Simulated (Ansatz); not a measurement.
Debugging harmonic frequencies at the relaxed geometry of BFH5PSi, SMILES BP[SiH2]F (Ansatz 0.2.0, Python API).

Script `bfh5psi.py`:
```python
"""Harmonic frequencies of BFH5PSi at its relaxed geometry."""

from dataclasses import dataclass

import ansatz as az
import numpy as np


@dataclass(frozen=True)
class Options:
    basis_set: str = "def2-SVP"
    xc: str = "pbe"


settings = Options()


def main() -> None:
    geometry = (
        az.Crystal.molecule()
        .atom("B", [1.6767, 0.088, -0.2108])
        .atom("P", [0.3277, -1.291, -0.2012])
        .atom("Si", [-1.3565, 0.1374, -0.1506])
        .atom("F", [-1.1311, 1.2419, 1.1042])
        .atom("H", [1.8527, 0.7346, -1.1834])
        .atom("H", [2.305, 0.3076, 0.7648])
        .atom("H", [0.3648, -1.4762, 1.2392])
        .atom("H", [-2.6107, -0.5977, 0.0697])
        .atom("H", [-1.4285, 0.8555, -1.4318])
    )

    base = (
        geometry.calculation()
        .basis(gaussian=settings.basis_set)
        .functional(settings.xc)
    )
    symbols = [site.symbol for site in geometry.cartesian_sites]
    start = np.array([site.position_ang for site in geometry.cartesian_sites], dtype=float)
    r = base.relax(force_tolerance=0.003, max_steps=30).run(nproc=4, threads=1).report
    end = np.array(r["positions_ang"])

    print("bond        before    after (A)")
    for i, j in [(0, 1), (0, 4), (0, 5), (1, 2), (1, 6), (2, 3), (2, 7), (2, 8)]:
        d0, d1 = (np.linalg.norm(xyz[i] - xyz[j]) for xyz in (start, end))
        print(f"{symbols[i]}{i}-{symbols[j]}{j}".ljust(10), f"{d0:8.4f} {d1:8.4f}")

    # frequencies need a stationary point, so they are taken at the relaxed geometry
    minimum = az.Crystal.molecule()
    for symbol, xyz in zip(symbols, end):
        minimum = minimum.atom(symbol, xyz.tolist())
    vibrating = minimum.calculation()
    vibrating = vibrating.basis(gaussian=settings.basis_set)
    vibrating = vibrating.functional(settings.xc)
    vibrating = vibrating.phonons(temperatures=(100, 500, 100))
    vib = vibrating.run(threads=1).report["vibrations"]
    sums = vib["harmonic_sums"]
    modes = [m["omega_inv_cm"] for m in sums["modes_at_gamma"] if m["rigid_motion"] == "no"]
    print("frequencies (1/cm):", " ".join(f"{w:.0f}" for w in modes))
    print("imaginary modes:", sum(w < 0 for w in modes), " zero-point energy:", round(sums["zero_point_energy_ev"], 4), "eV")
    print("T (K)   F_vib (eV)   S_vib (meV/K)   C_vib (meV/K)")
    for row in zip(sums["temperatures_k"], sums["vibrational_free_energy_ev"], vib["entropy_ev_per_k"], vib["heat_capacity_ev_per_k"]):
        print(f"{row[0]:6.1f} {row[1]:11.4f} {1000 * row[2]:13.4f} {1000 * row[3]:15.4f}")


if __name__ == "__main__":
    main()
```

```console
$ python bfh5psi.py
Traceback (most recent call last):
  File "bfh5psi.py", line 66, in <module>
    main()
    ~~~~^^
  File "bfh5psi.py", line 39, in main
    r = base.relax(force_tolerance=0.003, max_steps=30).run(nproc=4, threads=1).report
        ~~~~~~~~~~~~~~~~~~~~~~~~~~~~~~~~~~~~~~~~~~~~~~~~~~~^^^^^^^^^^^^^^^^^^^^
TypeError: Calculation.run() got an unexpected keyword argument 'nproc'
```

Find the fault and give the corrected script.

The fault: run() has no such keyword. The cap on steps that the faulty run carried goes too. Mended:

```diff
--- before
+++ after
@@ -38,3 +38,3 @@
     start = np.array([site.position_ang for site in geometry.cartesian_sites], dtype=float)
-    r = base.relax(force_tolerance=0.003, max_steps=30).run(nproc=4, threads=1).report
+    r = base.relax(force_tolerance=0.003).run(threads=1).report
     end = np.array(r["positions_ang"])
```

After the fix:

```console
$ python bfh5psi.py
bond        before    after (A)
B0-P1        1.9291   1.8610
B0-H4        1.1811   1.2147
B0-H5        1.1810   1.2130
P1-Si2       2.2089   2.2390
P1-H6        1.4527   1.4315
Si2-F3       1.6868   1.6420
Si2-H7       1.4703   1.4997
Si2-H8       1.4705   1.4985
frequencies (1/cm): 57 103 210 293 446 494 520 675 731 759 805 832 874 890 928 1113 2185 2203 2372 2527 2637
imaginary modes: 0  zero-point energy: 1.3425 eV
T (K)   F_vib (eV)   S_vib (meV/K)   C_vib (meV/K)
 100.0      1.3347        0.1916          0.2324
 200.0      1.3040        0.4242          0.4762
 300.0      1.2495        0.6662          0.7275
 400.0      1.1709        0.9035          0.9213
 500.0      1.0693        1.1252          1.0638
```

The frequencies are harmonic and unscaled, in a modest basis. The result belongs to the one conformer reached from this start, and soft torsions count as harmonic oscillators. Timing: 2.3 min on 1 thread of Arm Neoverse V1, on a shared host, peak memory 0.22 GiB.

(Lines on the test bed's own set-up are left out of the output.)
